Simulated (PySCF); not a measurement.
# C5H10OSi: the cost of one run

Computed with PySCF 2.14.0 and routines of our own; the level stands in each step. Atoms count from 0.

### Step 1. The starting structure

17 atoms, charge 0, multiplicity 1; geometry from: GFN2-xTB.

### Step 2. Magnetic properties: GIAO HF/pcSseg-1

What the job is given:

```
{"job": {"kind": "mag", "xc": "HF", "basis": "pcSseg-1", "isotopologues": 2}, "charge": 0, "multiplicity": 1}
C      2.514673    -0.532373    -0.128045
O      1.678217    -0.017792    -1.122620
Si     0.171415     0.578489    -0.986770
C     -0.279590     1.861639     0.386189
C     -1.221636     0.828996     0.954291
C     -1.108665    -0.241696     0.159435
C     -1.817077    -1.550884     0.249520
H      3.436208    -0.866609    -0.606449
H      2.752253     0.230622     0.616427
H      2.044022    -1.378236     0.378065
H     -0.059924     0.866105    -2.389743
H      0.503860     2.157804     1.085561
H     -0.788220     2.772399     0.072507
H     -1.841922     0.967621     1.827380
H     -2.406200    -1.613540     1.163612
H     -1.102128    -2.373348     0.232246
H     -2.482284    -1.677168    -0.604619
```

Method: GIAO HF/pcSseg-1 magnetisability, rotational g tensor and spin-rotation constants, non-relativistic, gas phase.

Started as:

```sh
$ OMP_NUM_THREADS=1 python excited_run.py task.json out
```

One launch serves the whole session: the jobs run in the order shown.

**Question.** How long does this first job take on 1 thread of Arm Neoverse N1, shared host, and how much memory does it need?

About 34 s, with a peak of 0.82 GiB.
